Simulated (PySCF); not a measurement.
# H12N4Os (Os(NH3)4): the cost of one run

Computed with PySCF 2.14.0. Level: r2SCAN, Os def2-SVP with ECP60, N def2-SVP, H def2-SVP; scalar-relativistic core potentials, no spin–orbit coupling.

3 further runs of the same task are left out: 2 for a known fault of the program, 1 set aside as unsound or not needed. Runs told in other sessions of the task aren't counted.

## (1) Starting geometry

17 atoms, charge 0, spin multiplicity 1.

Bond lengths: Os1–N2 2.113 Å, Os1–N6 2.113 Å, Os1–N10 2.113 Å, Os1–N14 2.113 Å, N2–H3 1.033 Å, N2–H4 1.033 Å, N2–H5 1.033 Å, N6–H7 1.033 Å, N6–H8 1.033 Å, N6–H9 1.033 Å, N10–H11 1.033 Å, N10–H12 1.033 Å, N10–H13 1.033 Å, N14–H15 1.033 Å, N14–H16 1.033 Å, N14–H17 1.033 Å. Angles: N2–Os1–N6 90.0°, N2–Os1–N10 179.8°, N2–Os1–N14 90.0°, N6–Os1–N10 90.0°, N6–Os1–N14 179.8°, N10–Os1–N14 90.0°, Os1–N2–H3 114.1°, Os1–N2–H4 112.3°, Os1–N2–H5 114.1°, H3–N2–H4 106.0°, H3–N2–H5 103.5°, H4–N2–H5 106.0°, Os1–N6–H7 114.1°, Os1–N6–H8 112.3°, Os1–N6–H9 114.1°, H7–N6–H8 106.0°, H7–N6–H9 103.5°, H8–N6–H9 106.0° and more.

As a file:

```xyz
17

Os    0.0000    0.0000    0.0015
N     2.1130    0.0021   -0.0020
H     2.5366   -0.8086    0.4785
H     2.5030    0.0013   -0.9580
H     2.5357    0.8142    0.4770
N    -0.0021    2.1130   -0.0020
H     0.8086    2.5366    0.4785
H    -0.0013    2.5030   -0.9580
H    -0.8142    2.5357    0.4770
N    -2.1130   -0.0021   -0.0020
H    -2.5366    0.8086    0.4785
H    -2.5030   -0.0013   -0.9580
H    -2.5357   -0.8142    0.4770
N     0.0021   -2.1130   -0.0020
H    -0.8086   -2.5366    0.4785
H     0.0013   -2.5030   -0.9580
H     0.8142   -2.5357    0.4770
```

Formal oxidation states: Os +0. An earlier session relaxed this geometry at r2SCAN, Os def2-SVP with ECP60, N def2-SVP, H def2-SVP (singlet, point group C4v).

Its energy there is -316.606289 Eh.

## (2) Multiplicity 3 at the relaxed geometry

File run.py (the lines that set the calculation):

```python
mol = gto.M(atom='''
Os     0.00000     0.00000     0.00152
N      2.11298     0.00205    -0.00202
H      2.53657    -0.80864     0.47850
H      2.50303     0.00132    -0.95804
H      2.53572     0.81420     0.47701
N     -0.00205     2.11298    -0.00202
H      0.80864     2.53657     0.47850
H     -0.00132     2.50303    -0.95804
H     -0.81420     2.53572     0.47701
N     -2.11298    -0.00205    -0.00202
H     -2.53657     0.80864     0.47850
H     -2.50303    -0.00132    -0.95804
H     -2.53572    -0.81420     0.47701
N      0.00205    -2.11298    -0.00202
H     -0.80864    -2.53657     0.47850
H      0.00132    -2.50303    -0.95804
H      0.81420    -2.53572     0.47701''',
    basis={'Os': 'def2-SVP', 'N': 'def2-SVP', 'H': 'def2-SVP'},
    ecp={'Os': 'def2-SVP'},
    charge=0, spin=2)
mf = dft.UKS(mol, xc='R2SCAN')
mf.grids.atom_grid = (50, 194)
mf = mf.density_fit()  # fitting sets: Os def2-universal-JKFIT, N def2-universal-JKFIT, H def2-universal-JKFIT
mf.conv_tol = 1e-08; mf.max_cycle = 55
mf.kernel(dm0)  # dm0: free metal ions and neutral atoms
```

Started as:

```
OMP_NUM_THREADS=4 python run.py
```

**Question.** How long does this run take on 4 threads of Arm Neoverse V2, shared host?

About 15 s.
